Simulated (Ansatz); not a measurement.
BaMgVO3:

```
CELL_PARAMETERS angstrom
2.84941 -2.83472 0.00000
2.84941 2.83472 0.00000
-2.14750 0.00000 5.24492
ATOMIC_POSITIONS crystal
Ba 0.87790 0.87790 0.04801
V 0.58320 0.58320 0.42256
Mg 0.18936 0.18936 0.65507
O 0.34034 0.34034 0.03082
O 0.63894 0.12025 0.53844
O 0.12025 0.63894 0.53844
```

The cell comes from a database or a generator and needn't be the stable form of this composition.

```yaml
Program: Ansatz 0.2.0
Task: single point
Functional: PBE
Potentials_or_basis: Ansatz PAW
Cutoff: "420 eV (not typed: the program's choice for these potentials)"
k_mesh: 7 × 7 × 5
Occupations: fermi-dirac, width 0.05 eV
Spin: collinear spin, ferromagnetic start
Starting_moments: "[0.0, 2.0, 0.0, 0.0, 0.0, 0.0] μB"
```

On this cell: pressure -1.8 GPa; largest force 0.472 eV/Å; net moment 3.00 μB per cell; site moments Ba +0.06; V +1.96; Mg +0.00; O +0.01 μB; band gap on the k mesh none (metal or under the smearing width).

The same run follows on a disturbed copy (atoms moved at random, drawn with an rms of 0.05 Å):

```
Ba V Mg O
1.0
     2.84941   -2.83472    0.00000
     2.84941    2.83472    0.00000
    -2.14750    0.00000    5.24492
Ba V Mg O
1 1 1 3
Direct
  0.87446 0.87719 0.05888
  0.58318 0.57281 0.42274
  0.18218 0.19093 0.65537
  0.34552 0.34027 0.03025
  0.64708 0.12570 0.53498
  0.10425 0.63080 0.54113
```

Question: What changes?

Answer: The energy (extrapolated to zero smearing) moves by +10.4 meV/atom; pressure -1.3 GPa; largest force 0.839 eV/Å; net moment 3.00 μB per cell; site moments Ba +0.07; V +1.90; Mg +0.00; O +0.02, +0.01 μB; band gap on the k mesh none (metal or under the smearing width).

Forces on the atoms (eV/Å):
```
Ba   0.034 -0.026 -0.257
V    0.184  0.433  0.137
Mg   0.041 -0.397  0.229
O   -0.033  0.077  0.537
O   -0.792 -0.011 -0.278
O    0.567 -0.077 -0.368
```

Stress tensor (GPa, compression positive):
```
-2.51  0.77 -2.13
 0.77 -3.07 -1.32
-2.13 -1.32  1.71
```

Caveats: semilocal functionals often make such compounds metallic where correlation or magnetic order opens a gap, which also shifts bond lengths.
